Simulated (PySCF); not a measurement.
# AlIn (triplet): changing the method

Starting from one script, swap the method and compare what comes out for AlIn (triplet).

Program: PySCF 2.14.0. Level of theory: each script names its method and basis. These are calculated values, not measurements.

8 further runs of the same task are left out: 8 that didn't finish.

## 1. The starting structure

AlIn (triplet): 2 atoms, charge 0, spin multiplicity 3.

Bond lengths: Al1–In2 2.585 Å.

## 2. The base run

File input.py:

```python
from pyscf import gto, scf
from pyscf.hessian import thermo

mol = gto.M(
    atom='Al 0 0 0; In 0 0 2.585',
    basis='lanl2dz',
    ecp={'Al': 'lanl2dz', 'In': 'lanl2dz'},
    charge=0,
    spin=2,
    symmetry=True,
    verbose=4,
)
mf = scf.UHF(mol)
mf.kernel()
hess = mf.Hessian().kernel()
print('wavenumber (cm^-1) =', thermo.harmonic_analysis(mol, hess)['freq_wavenumber'].round(1))
mf.dip_moment()
print('orbital energies (hartree):', [e[max(0, n-3):n+3].round(4) for e, n in zip(mf.mo_energy, mol.nelec)])
```

On the command line:

```
OMP_NUM_THREADS=1 python input.py
```

## 3. Population analysis

Edit 1 changes step after the SCF: frequency → analyze.

Edit input.py of step 2 so:

```diff
@@ -1,3 +1,2 @@
 from pyscf import gto, scf
-from pyscf.hessian import thermo
 
@@ -14,4 +13,3 @@
 mf.kernel()
-hess = mf.Hessian().kernel()
-print('wavenumber (cm^-1) =', thermo.harmonic_analysis(mol, hess)['freq_wavenumber'].round(1))
+mf.mulliken_pop()
 mf.dip_moment()
```

## 4. Tpssh (UKS)

Edit 2 changes functional: none (Hartree–Fock) → tpssh; SCF type: UHF → UKS; step after the SCF: frequency → analyze.

File input.py:

```python
from pyscf import gto, dft

mol = gto.M(
    atom='Al 0 0 0; In 0 0 2.585',
    basis='lanl2dz',
    ecp={'Al': 'lanl2dz', 'In': 'lanl2dz'},
    charge=0,
    spin=2,
    symmetry=True,
    verbose=4,
)
mf = dft.UKS(mol, xc='tpssh')
mf.kernel()
mf.mulliken_pop()
mf.dip_moment()
print('orbital energies (hartree):', [e[max(0, n-3):n+3].round(4) for e, n in zip(mf.mo_energy, mol.nelec)])
```

## 5. Bp86 (UKS)

Edit 3 changes functional: none (Hartree–Fock) → bp86; SCF type: UHF → UKS; step after the SCF: frequency → analyze.

File input.py:

```python
from pyscf import gto, dft

mol = gto.M(
    atom='Al 0 0 0; In 0 0 2.585',
    basis='lanl2dz',
    ecp={'Al': 'lanl2dz', 'In': 'lanl2dz'},
    charge=0,
    spin=2,
    symmetry=True,
    verbose=4,
)
mf = dft.UKS(mol, xc='bp86')
mf.kernel()
mf.mulliken_pop()
mf.dip_moment()
print('orbital energies (hartree):', [e[max(0, n-3):n+3].round(4) for e, n in zip(mf.mo_energy, mol.nelec)])
```

## 6. MP2

Edit 4 changes step after the SCF: frequency → mp2.

File input.py:

```python
from pyscf import gto, scf, mp

mol = gto.M(
    atom='Al 0 0 0; In 0 0 2.585',
    basis='lanl2dz',
    ecp={'Al': 'lanl2dz', 'In': 'lanl2dz'},
    charge=0,
    spin=2,
    symmetry=True,
    verbose=4,
)
mf = scf.UHF(mol)
mf.kernel()
mp.MP2(mf).kernel()
mf.dip_moment()
print('orbital energies (hartree):', [e[max(0, n-3):n+3].round(4) for e, n in zip(mf.mo_energy, mol.nelec)])
```

## 7. Wb97x (UKS)

Edit 5 changes functional: none (Hartree–Fock) → wb97x; SCF type: UHF → UKS; step after the SCF: frequency → analyze.

File input.py:

```python
from pyscf import gto, dft

mol = gto.M(
    atom='Al 0 0 0; In 0 0 2.585',
    basis='lanl2dz',
    ecp={'Al': 'lanl2dz', 'In': 'lanl2dz'},
    charge=0,
    spin=2,
    symmetry=True,
    verbose=4,
)
mf = dft.UKS(mol, xc='wb97x')
mf.kernel()
mf.mulliken_pop()
mf.dip_moment()
print('orbital energies (hartree):', [e[max(0, n-3):n+3].round(4) for e, n in zip(mf.mo_energy, mol.nelec)])
```

What does the calculation give? Wanted: for each run, E(SCF); from base; gap, α spin; SCF dipole; after the SCF.

The runs gave:

| run | E(SCF) (hartree) | from base (eV) | cycles | gap, α spin (eV) | SCF dipole (D) | after the SCF |
| --- | --- | --- | --- | --- | --- | --- |
| base | -3.652978 | 0 | 18 | 5.58 | 0.81 | highest mode 349 cm⁻¹ |
| population analysis | -3.652978 | 0.0000 | 18 | 5.58 | 0.81 | n/a |
| tpssh (UKS) | -3.821262 | not comparable | 11 | 0.96 | 0.67 | n/a |
| bp86 (UKS) | -3.848454 | not comparable | 9 | 0.27 | 0.65 | n/a |
| MP2 | -3.652978 | 0.0000 | 18 | 5.58 | 0.81 | MP2 correlation -1.312 eV |
| wb97x (UKS) | -3.785113 | not comparable | 12 | 4.89 | 0.86 | n/a |

The α-spin gap between the frontier levels is 0.3 eV with bp86 (0 % exact exchange) and 1.0 eV with tpssh (10 %). A lower total energy from another functional means nothing by itself.
